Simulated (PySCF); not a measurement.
# H2PbS2 (Pb(SH)2): the cost of one run

Computed with PySCF 2.14.0. Level: PBE0, Pb def2-SVP with ECP60, S def2-SVP, H def2-SVP; scalar-relativistic core potentials, no spin–orbit coupling.

1 further run of the same task is left out (for a known fault of the program).

### Step 1. The starting structure

5 atoms, charge 0, spin multiplicity 1.

Bond lengths: Pb1–S2 2.545 Å, Pb1–S4 2.545 Å, S2–H3 1.353 Å, S4–H5 1.353 Å. Angles: S2–Pb1–S4 92.1°, Pb1–S2–H3 92.7°, Pb1–S4–H5 92.7°.

Geometry (Å):

```xyz
5

Pb    0.00000    0.00000   -0.82500
S     1.82837   -0.11993    0.94159
H     2.80920   -0.20002    0.01354
S    -1.82837    0.11993    0.94159
H    -2.80920    0.20002    0.01354
```

Formal oxidation states: Pb +2. An earlier session relaxed this geometry at PBE0, Pb def2-SVP with ECP60, S def2-SVP, H def2-SVP (singlet, point group C2v).

Its energy there is -989.998796 Eh.

### Step 2. One electron removed, multiplicity 2

Contents of run.py (the lines that set the calculation):

```python
mol = gto.M(atom='''
Pb     0.00000     0.00000    -0.82500
S      1.82837    -0.11993     0.94159
H      2.80920    -0.20002     0.01354
S     -1.82837     0.11993     0.94159
H     -2.80920     0.20002     0.01354''',
    basis={'Pb': 'def2-SVP', 'S': 'def2-SVP', 'H': 'def2-SVP'},
    ecp={'Pb': 'def2-SVP'},
    charge=1, spin=1)
mf = dft.UKS(mol, xc='PBE0')
mf.grids.atom_grid = (50, 194)
mf = mf.density_fit()  # fitting sets: Pb def2-universal-JKFIT, S def2-universal-JKFIT, H def2-universal-JKFIT
mf.conv_tol = 1e-08; mf.max_cycle = 55
mf.kernel(dm0)  # dm0: the density of the relaxed state
```

On the command line:

```bash
$ OMP_NUM_THREADS=2 python run.py
```

**Question.** How long does this run take on 2 threads of Arm Neoverse V1, shared host?

About 1.3 s.
